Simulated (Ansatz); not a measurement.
**C₂H₄FNOSi: how energies converge with the basis set**

How large a basis does C₂H₄FNOSi need? Two functionals are run in growing sets.

Method: one geometry, several basis sets; program: Ansatz 0.2.0, Gaussian basis.

Levels to be run: PBE0-D4/def2-SVP; ωB97M-V/def2-SVP; PBE0-D4/def2-QZVPP; ωB97M-V/def2-QZVPP; the functionals' def2-TZVPP values are taken from earlier runs.

## (1) The relaxed structure

All runs share one geometry, relaxed beforehand with PBE0-D4 in a triple-zeta def2 set.

SMILES `O[SiH]1CN=C1F`, 10 atoms, charge 0, spin multiplicity 1.

Atoms are counted from 1 here; the program's logs count them from 0.

Bond lengths: O1–Si2 1.635 Å, O1–H7 0.959 Å, Si2–C3 1.889 Å, Si2–C5 1.878 Å, Si2–H8 1.480 Å, C3–N4 1.495 Å, C3–H9 1.091 Å, C3–H10 1.092 Å, N4–C5 1.269 Å, C5–F6 1.321 Å. Angles: Si2–O1–H7 118.7°, O1–Si2–C3 123.6°, O1–Si2–C5 122.6°, O1–Si2–H8 105.0°, C3–Si2–C5 70.2°, C3–Si2–H8 117.8°, C5–Si2–H8 115.3°, Si2–C3–N4 89.3°, Si2–C3–H9 118.8°, Si2–C3–H10 117.6°, N4–C3–H9 110.9°, N4–C3–H10 110.3°, H9–C3–H10 108.3°, C3–N4–C5 102.8°, Si2–C5–N4 97.2°, Si2–C5–F6 140.9°, N4–C5–F6 121.6°.

## (2) PBE0-D4 in def2-SVP

File in.yaml:

```yaml
crystal:
  periodic: [false, false, false]
  atoms:
    - {symbol: O, position_ang: [-0.160348, -2.104964, -0.499166]}
    - {symbol: Si, position_ang: [0.463405, -0.596307, -0.405671]}
    - {symbol: C, position_ang: [0.284598, 0.516541, 1.110204]}
    - {symbol: N, position_ang: [-0.409562, 1.532312, 0.261288]}
    - {symbol: C, position_ang: [-0.525998, 0.936469, -0.852834]}
    - {symbol: F, position_ang: [-1.131058, 1.502667, -1.881533]}
    - {symbol: H, position_ang: [-1.046334, -2.258616, -0.166986]}
    - {symbol: H, position_ang: [1.799276, -0.692892, -1.036333]}
    - {symbol: H, position_ang: [1.184552, 0.936227, 1.563061]}
    - {symbol: H, position_ang: [-0.375231, 0.177463, 1.910869]}
basis:
  gaussian: {orbitals: def2-SVP}
hamiltonian: {xc: pbe0, dispersion: d4}
output: {orbitals: {seedname: orbitals}}
```

Command:

```console
ansatz run in.yaml --threads 4 --pin off --events-out ev --progress --plain --max-ram 10444MiB
```

Further steps of the session: ωB97M-V in def2-SVP; PBE0-D4 in def2-QZVPP; ωB97M-V in def2-QZVPP.

Q: Predict the results of all the runs planned. Wanted: PBE0-D4: double and triple zeta above quadruple; ωB97M-V: double and triple zeta above quadruple.

As calculated:

| quantity | value |
| --- | --- |
| PBE0-D4: double and triple zeta above quadruple | 13.70, 0.73 eV |
| ωB97M-V: double and triple zeta above quadruple | 13.93, 0.68 eV |

For PBE0-D4 the step from double to triple zeta gains 12.97 eV and the next only 0.73 eV. These are total energies; as a rule much of such shifts cancels in differences, which this series doesn't test. The LUMO of ωB97M-V is positive and keeps falling with the basis (1.52 to 0.81 eV): an unbound level that the basis holds in place.
